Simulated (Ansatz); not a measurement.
**Be3N2 (P-3m1): scan of the energy under strain from a Python script**

What does a strain cost in Be3N2 (P-3m1)? A script is to give a scan of the energy under strain; the system is Be3N2 (P-3m1).

Program: the Python package of Ansatz 0.2.0. Level of theory: DFT PBEsol, plane waves, PAW. These are calculated values, not measurements.

### 1 The system

The structure is trigonal, space group P-3m1 (No. 164). The conventional cell has a = 2.818 Å, b = 2.818 Å, c = 4.667 Å, α = 90.00°, β = 90.00°, γ = 120.00°. Be (site symmetry -3m) has 6 N at 2.01 Å and 6 Be at 2.31 Å in its first shell of neighbours. Around Be (site symmetry 3m) lie 4 N at 1.69 to 1.85 Å. N (site symmetry 3m) is surrounded by 7 Be at 1.69 to 2.01 Å.

The script holds or builds the structure itself.

### 2 The code

strain_be3n2.py

```python
"""Energy of Be3N2 under biaxial strain, ions carried with the cell."""

import ansatz as az
import matplotlib.pyplot as plt
import numpy as np

VECTORS = np.array([
    [2.817778, 0.0, 0.0],
    [-1.408889, 2.440267, 0.0],
    [0.0, 0.0, 4.667022],
])
SITES = [
    ("Be", (0.0, 0.0, 0.0)),
    ("Be", (2 / 3, 1 / 3, 0.649633)),
    ("Be", (1 / 3, 2 / 3, 0.350367)),
    ("N", (1 / 3, 2 / 3, 0.747058)),
    ("N", (2 / 3, 1 / 3, 0.252942)),
]


def on_lattice(cell):
    crystal = az.Crystal(lattice=az.Lattice.of(cell))
    for symbol, position in SITES:
        crystal = crystal.atom(symbol, position)
    return crystal

# clamped ions: the fractional positions stay as typed
values = np.linspace(-0.02, 0.02, 5)
energies = []
for d in values:
    strain = np.diag([d, d, 0])
    cell = VECTORS @ (np.eye(3) + strain)
    model = (
        on_lattice(cell).calculation()
        .functional("PBEsol")
        .pseudopotentials("paw")
        .basis(470)
        .occupations("gaussian", width=0.02)
        .kpoints(12, 12, 4)
        .stress()
    )
    summary = model.run(threads=1, pin="off").report
    energies.append(summary["free_energy_ev"] / len(SITES))
    s = summary["stress_gpa"]
    print(f"d = {d:+.4f}  stress xx yy zz xy (GPa, compression positive): {s[0][0]:8.3f} {s[1][1]:8.3f} {s[2][2]:8.3f} {s[0][1]:8.3f}")
energies = np.array(energies)

for value, e in zip(values, energies):
    print(f"strain {value:7.3f}   E - Emin = {1000 * (e - energies.min()):9.3f} meV/atom")
plt.figure(figsize=(4.5, 3))
plt.plot(values, 1000 * (energies - energies.min()), "o-")
plt.xlabel("strain")
plt.ylabel("meV/atom")
plt.tight_layout()
plt.savefig("strain.png", dpi=100)
curvature = 2 * np.polyfit(values, energies, 3)[1]
volume = abs(np.linalg.det(VECTORS)) / len(SITES)
print(f"d2E/dd2 over the volume: {curvature / volume * 160.21766:.1f} GPa")
```

### 3 The calls as engine input

The engine receives this input (first run):

```yaml
crystal:
  lattice:
    - [2.76142244, 0.0, 0.0]
    - [-1.38071122, 2.39146166, 0.0]
    - [0.0, 0.0, 4.667022]
  atoms:
    - { symbol: Be, position: [0.0, 0.0, 0.0] }
    - { symbol: Be, position: [0.6666666666666666, 0.3333333333333333, 0.649633] }
    - { symbol: Be, position: [0.3333333333333333, 0.6666666666666666, 0.350367] }
    - { symbol: "N", position: [0.3333333333333333, 0.6666666666666666, 0.747058] }
    - { symbol: "N", position: [0.6666666666666666, 0.3333333333333333, 0.252942] }
basis:
  ecutwfc: 470.0
kpoints:
  mp_grid:
    grid: [12, 12, 4]
hamiltonian:
  xc: pbesol
  pseudopotentials:
    kind: paw
scf:
  occupations:
    method: gaussian
    width: 0.02
output:
  stress: true
```

### 4 Launch

Launch:

```sh
> python strain_be3n2.py
```

**Question.** How much energy does this biaxial strain cost, and what curvature follows?

As calculated:

| quantity | value |
| --- | --- |
| curvature under the strain | 1303.1 GPa |
| runs compared | 5 |
| range of energy | 15.29 meV/atom |
| lowest point, strain | -0.010 |

**Reading.** Against the unstrained cell the energy per atom changes by +5.60 meV at one end of the scan and +15.27 meV at the other, and its second derivative over the volume is 1303.1 GPa. Caveats:
- The curvature belongs to this strain pattern and to the cell's stress; it equals a single elastic constant only for simple patterns.
- This cell is a computed structure, which may not be the phase found in nature.
- The ions keep their fractional positions (clamped ions).
